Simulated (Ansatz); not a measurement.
The system is ZrAs.

```
Zr As
1.0
     3.10380    0.00000    0.00000
    -1.55190    2.68797    0.00000
     0.00000    0.00000    5.40108
Zr As
1 1
Direct
  0.00000 0.00000 0.00000
  0.00000 0.00000 0.50000
```

The cell was built by a generator and needn't be a form met in nature.

```yaml
Program: Ansatz 0.2.0
Task: relaxation of cell and atoms
Functional: HSE03
Potentials_or_basis: Ansatz PAW
Cutoff: "420 eV (not typed: the program's choice for these potentials)"
k_mesh: 5 × 5 × 3
Occupations: fermi-dirac, width 0.05 eV
Spin: no spin polarisation
```

At the start: volume 22.53 Å³/atom.

Task: Where does the relaxation end?

Result: It ends after 6 steps and the volume is 23.09 Å³/atom (+2.5 %); space group P6/mmm (No. 191, to 0.05 Å).

The path:
```csv
step,energy change (eV),largest force (eV/Å),volume (Å³)
1,0.0000,0.0000,45.06
2,-0.0181,0.0000,48.26
3,-0.0457,0.0000,46.48
4,-0.0467,0.0000,46.14
5,-0.0467,0.0000,46.19
6,-0.0469,0.0000,46.19
```

Final structure:
```cif
data_structure
_symmetry_space_group_name_H-M 'P 1'
_symmetry_Int_Tables_number 1
_cell_length_a 3.1798
_cell_length_b 3.1798
_cell_length_c 5.2750
_cell_angle_alpha 90.000
_cell_angle_beta 90.000
_cell_angle_gamma 120.000
_cell_volume 46.19
loop_
_atom_site_label
_atom_site_type_symbol
_atom_site_fract_x
_atom_site_fract_y
_atom_site_fract_z
_atom_site_occupancy
Zr1 Zr 0.00000 0.00000 0.00000 1
As1 As 0.00000 0.00000 0.50000 1
```

Caveat: the k mesh is coarse (spacing up to 0.47 Å⁻¹), so the values aren't converged, least of all with exact exchange; the plane-wave basis is chosen anew once the cell has moved, so the energies of steps on either side of that aren't comparable; the PAW data sets come from PBE, with cores solved anew for the run's functional, which leaves a small shift of forces and pressure.
